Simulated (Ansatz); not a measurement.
# C7H9N: how energies converge with the basis set

One table from this session's results is given with a row withheld; the runs are named, their logs left out.

Method: one geometry, several basis sets; program: Ansatz 0.2.0, Gaussian basis.

The runs, in order: PBE0-D4/def2-SVP; ωB97M-V/def2-SVP; PBE0-D4/def2-QZVPP; ωB97M-V/def2-QZVPP; the functionals' def2-TZVPP values are taken from earlier runs.

## Structure used throughout

The geometry comes from an earlier relaxation with PBE0-D4 in a triple-zeta def2 set; it is a stationary point, not always the lowest conformer.

17 atoms, charge 0, spin multiplicity 1.

Atoms are counted from 1 here; the program's logs count them from 0.

Bond lengths: C1–C2 1.494 Å, C1–H9 1.094 Å, C1–H10 1.090 Å, C1–H11 1.094 Å, C2–C3 1.388 Å, C2–C7 1.399 Å, C3–C4 1.386 Å, C3–H12 1.085 Å, C4–N5 1.326 Å, C4–H13 1.087 Å, N5–C6 1.327 Å, C6–C7 1.390 Å, C6–H14 1.088 Å, C7–C8 1.495 Å, C8–H15 1.091 Å, C8–H16 1.094 Å, C8–H17 1.094 Å. Angles: C2–C1–H9 111.2°, C2–C1–H10 111.3°, C2–C1–H11 111.2°, H9–C1–H10 108.2°, H9–C1–H11 106.7°, H10–C1–H11 108.2°, C1–C2–C3 121.3°, C1–C2–C7 121.2°, C3–C2–C7 117.6°, C2–C3–C4 119.8°, C2–C3–H12 120.2°, C4–C3–H12 120.0°, C3–C4–N5 123.2°, C3–C4–H13 120.3°, N5–C4–H13 116.5°, C4–N5–C6 116.8°, N5–C6–C7 125.0°, N5–C6–H14 116.0° and more.

Coordinates:

```
C     0.8002   -1.7729    0.1328
C     0.5503   -0.3233   -0.1302
C     1.5243    0.4838   -0.7010
C     1.2594    1.8242   -0.9306
N     0.1020    2.3984   -0.6309
C    -0.8271    1.6235   -0.0852
C    -0.6752    0.2696    0.1909
C    -1.7901   -0.5109    0.8084
H     0.6987   -2.0043    1.1972
H     1.8011   -2.0654   -0.1849
H     0.0770   -2.4012   -0.3954
H     2.4906    0.0689   -0.9672
H     2.0161    2.4640   -1.3769
H    -1.7714    2.1085    0.1554
H    -2.6576    0.1253    0.9880
H    -2.1067   -1.3374    0.1649
H    -1.4916   -0.9508    1.7648
```

Set-up of the first run:

in.yaml

```yaml
crystal:
  periodic: [false, false, false]
  atoms:
    - {symbol: C, position_ang: [0.800157, -1.772860, 0.132784]}
    - {symbol: C, position_ang: [0.550264, -0.323298, -0.130247]}
    - {symbol: C, position_ang: [1.524331, 0.483786, -0.700953]}
    - {symbol: C, position_ang: [1.259430, 1.824230, -0.930575]}
    - {symbol: N, position_ang: [0.102030, 2.398391, -0.630922]}
    - {symbol: C, position_ang: [-0.827127, 1.623470, -0.085184]}
    - {symbol: C, position_ang: [-0.675182, 0.269648, 0.190888]}
    - {symbol: C, position_ang: [-1.790053, -0.510947, 0.808381]}
    - {symbol: H, position_ang: [0.698722, -2.004290, 1.197228]}
    - {symbol: H, position_ang: [1.801127, -2.065400, -0.184928]}
    - {symbol: H, position_ang: [0.076983, -2.401161, -0.395383]}
    - {symbol: H, position_ang: [2.490563, 0.068860, -0.967219]}
    - {symbol: H, position_ang: [2.016087, 2.463963, -1.376937]}
    - {symbol: H, position_ang: [-1.771442, 2.108481, 0.155359]}
    - {symbol: H, position_ang: [-2.657621, 0.125326, 0.988028]}
    - {symbol: H, position_ang: [-2.106670, -1.337419, 0.164925]}
    - {symbol: H, position_ang: [-1.491598, -0.950790, 1.764752]}
basis:
  gaussian: {orbitals: def2-SVP}
hamiltonian: {xc: pbe0, dispersion: d4}
output: {orbitals: {seedname: orbitals}}
```

Run with:

```console
ansatz run in.yaml --threads 2 --pin off --events-out ev --progress --plain --max-ram 32768MiB --backend cpu
```

Steps of the session up to this table: PBE0-D4 in def2-SVP; ωB97M-V in def2-SVP; PBE0-D4 in def2-QZVPP; ωB97M-V in def2-QZVPP.

One of the session's tables, all rows but one given; the rest of the session is left out.

It belongs to the step «Density functionals: the series». 

```
functional       basis  HOMO (eV)
   PBE0-D4    def2-SVP      -7.06
   PBE0-D4  def2-TZVPP          ?
   PBE0-D4  def2-QZVPP      -7.23
   ωB97M-V    def2-SVP      -9.29
   ωB97M-V  def2-TZVPP      -9.30
   ωB97M-V  def2-QZVPP      -9.31
```

Q: Estimate the row for PBE0-D4, def2-TZVPP from the others.

The run gave: HOMO (eV): -7.21. In the column «HOMO (eV)» it lies between PBE0-D4, def2-QZVPP (-7.23) and PBE0-D4, def2-SVP (-7.06).
